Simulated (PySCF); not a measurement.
# C₃H₄BBr: geometry, NMR shifts, spin-spin couplings, electronic excitations and core binding energies

What NMR shifts, spin-spin couplings, electronic excitations and core binding energies should C₃H₄BBr (`CC#CBBr`) show?

The runs use PySCF 2.14.0, with density-fitted response routines of our own; the level of theory stands in each step. All values are computed, except where a source is named. Atoms count from 0, in the outputs and in this text.

## (1) The molecule as given

9 atoms, charge 0, multiplicity 1; geometry from: GFN2-xTB.

Bonds of the start (Å): C0–C1 1.44, C1–C2 1.21, C2–B3 1.49, B3–Br4 1.88, C0–H5 1.09, C0–H6 1.09, C0–H7 1.09, B3–H8 1.17.

## (2) Optimising the geometry at PBE0-D3(BJ)/def2-SVP

The job: settings as JSON, then the geometry in Å.

```
{"job": {"xc": "PBE0", "basis": "def2-SVP", "d3": "d3bj", "grid": 1, "kind": "geom"}, "charge": 0, "multiplicity": 1}
C     -1.870366     0.208583     0.036913
C     -0.447028    -0.004590     0.063241
C      0.747293    -0.199501     0.083087
B      2.226317    -0.395514     0.094379
Br     3.357666     1.053279    -0.278460
H     -2.097449     1.264317     0.182813
H     -2.352314    -0.376730     0.819805
H     -2.264266    -0.107243    -0.929432
H      2.713708    -1.436607     0.329715
```

**Question.** This job is followed by: GIAO PBE0/pcSseg-1 NMR shielding, non-relativistic, gas phase; B3LYP/pcJ-1 Br:pcSseg-1 indirect spin-spin coupling, non-relativistic, gas phase; TDDFT B3LYP/def2-SVPD, vertical, gas phase, core orbitals frozen in the response; GIAO PBE0/pcSseg-2 NMR shielding, non-relativistic, gas phase; delta-SCF UKS SCAN, pcX-2 on the ionised atom, pcseg-1 elsewhere, spin-free X2C. Predict these results of the whole session: point group; rotational constants (main isotopes); 13C shifts against TMS (PBE0/pcSseg-1); 1H shifts against TMS (PBE0/pcSseg-1, means over atoms taken as alike); 11B shifts against BF3·OEt2 (PBE0/pcSseg-1); 79Br shifts against HBr (PBE0/pcSseg-1); largest coupling of the table (B3LYP/pcSseg-1+pcJ-1); lowest singlet (B3LYP/def2-SVPD); brightest single state of those computed; lowest triplet; vertical ionisation energy (ΔSCF); vertical electron affinity (ΔSCF); C1s binding energies, SCAN/pcX-2 (standing for 2 of 3 atoms); range of the shift of Br4.

The runs gave:

| quantity | value |
| --- | --- |
| point group | C1 |
| rotational constants (main isotopes) | 17.88, 0.98, 0.94 GHz |
| 13C shifts against TMS (PBE0/pcSseg-1) | 142.2, 96.1, 7.5 ppm |
| 1H shifts against TMS (PBE0/pcSseg-1, means over atoms taken as alike) | 6.60, 2.31 ppm |
| 11B shifts against BF3·OEt2 (PBE0/pcSseg-1) | 59.5 ppm |
| 79Br shifts against HBr (PBE0/pcSseg-1) | 607 ppm |
| largest coupling of the table (B3LYP/pcSseg-1+pcJ-1) | 1J(B,H) B3–H8, 179.3 Hz |
| lowest singlet (B3LYP/def2-SVPD) | 3.93 eV (315 nm), f = 0.000 |
| brightest single state of those computed | state 10, 7.29 eV, f = 0.387 |
| lowest triplet | 3.68 eV |
| vertical ionisation energy (ΔSCF) | 9.94 eV |
| vertical electron affinity (ΔSCF) | 0.41 eV |
| C1s binding energies, SCAN/pcX-2 (standing for 2 of 3 atoms) | C0 292.02, C2 290.09 eV |
| range of the shift of Br4 | 601 to 607 ppm |

**Reading.** The optimisation took 3 steps and gained 0.049 eV; among the close pairs (by a distance rule), B3–Br4 changed most, from 1.876 to 1.911 Å. At PBE0/pcSseg-1: The largest span, 1699 ppm, is at Br4, where the paramagnetic term is -1146 ppm. Of the pairs tabulated at B3LYP/pcSseg-1+pcJ-1, B3–H8 couples most strongly (179.3 Hz; Fermi contact 178.6 Hz). The lowest singlet, at 3.93 eV, is HOMO→LUMO 0.96 and is dark; of the 10 states computed, the strongest absorption comes from state 10 at 7.29 eV (the last computed, so partners may be missing). The lowest triplet lies 0.26 eV below the lowest singlet (triplets in Tamm-Dancoff, singlets in full TDDFT). The orbital energy would give 7.64 eV for ionisation, ΔSCF gives 9.94 eV. The C1s levels kept as sound span 1.93 eV, from C2 (alkyne carbon) up to C0 (propargylic methyl carbon). Only 2 of the 3 C atoms are covered by sound results. In ppm, Br4 moves most: its shift spreads over 7 ppm, from 601 (PBE0/pcSseg-2) to 607 (PBE0/pcSseg-1). Spin-orbit coupling is left out, which matters for shieldings and couplings at and beside the heavy atoms.
